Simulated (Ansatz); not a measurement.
# H7NSn: the cost of one run

Program: Ansatz 0.2.0. Level of theory: RKS LDA/def2-SVP. These are calculated values, not measurements.

**1. The system as given**

Bond lengths: Sn1–H3 1.740 Å, Sn1–H4 1.739 Å, Sn1–H5 1.739 Å, Sn1–N6 2.400 Å, N6–H7 1.060 Å, N6–H8 1.060 Å. Angles: H3–Sn1–H4 109.5°, H3–Sn1–H5 109.5°, H3–Sn1–N6 178.9°, H4–Sn1–H5 109.5°, H4–Sn1–N6 70.0°, H5–Sn1–N6 70.0°, Sn1–N6–H7 120.0°, Sn1–N6–H8 120.0°, H7–N6–H8 120.0°.

Coordinates:

```xyz
9

Sn    0.0000    0.0000    0.0000
H     0.0000    0.0000    2.0900
H     1.6408    0.0000   -0.5794
H    -0.8195    1.4198   -0.5794
H    -0.8195   -1.4198   -0.5794
N    -2.2776    0.0000    0.7568
H    -2.9976   -0.6071    0.2705
H    -2.5634    0.6071    1.5773
H    -1.0919    0.0000    1.9721
```

**2. Pulling towards end A**

Springs on the bonds that form and break draw the guess towards this end; the thresholds are loose.

Input file input.yaml:

```yaml
crystal:
  periodic: [false, false, false]
  atoms:
    - { symbol: Sn, position_ang: [0.0, 0.0, 0.0] }
    - { symbol: H, position_ang: [0.0, 0.0, 2.09] }
    - { symbol: H, position_ang: [1.6408, 0.0, -0.5794] }
    - { symbol: H, position_ang: [-0.8195, 1.4198, -0.5794] }
    - { symbol: H, position_ang: [-0.8195, -1.4198, -0.5794] }
    - { symbol: "N", position_ang: [-2.2776, 0.0, 0.7568] }
    - { symbol: H, position_ang: [-2.9976, -0.6071, 0.2705] }
    - { symbol: H, position_ang: [-2.5634, 0.6071, 1.5773] }
    - { symbol: H, position_ang: [-1.0919, 0.0, 1.9721] }
basis:
  gaussian: { orbitals: def2-SVP }
hamiltonian:
  xc: lda
relax:
  f_tol: 0.15
  max_steps: 25
  restrain:
    - { distance: [0, 5], at: 3.3, k: 30.0 }
    - { distance: [8, 1], at: 1.86, k: 30.0 }
    - { distance: [0, 1], at: 1.74, k: 30.0 }
    - { distance: [8, 5], at: 1.06, k: 30.0 }
```

Command:

```bash
> ansatz run input.yaml --threads 1 --pin off --max-ram 2048MiB --backend cpu --events-out ev --progress --plain --runs-dir out
```

**Question.** How long does this run take on 1 thread of Arm Neoverse V2, shared host, and how much memory does it need?

About 13 s, with a peak of 0.12 GiB.
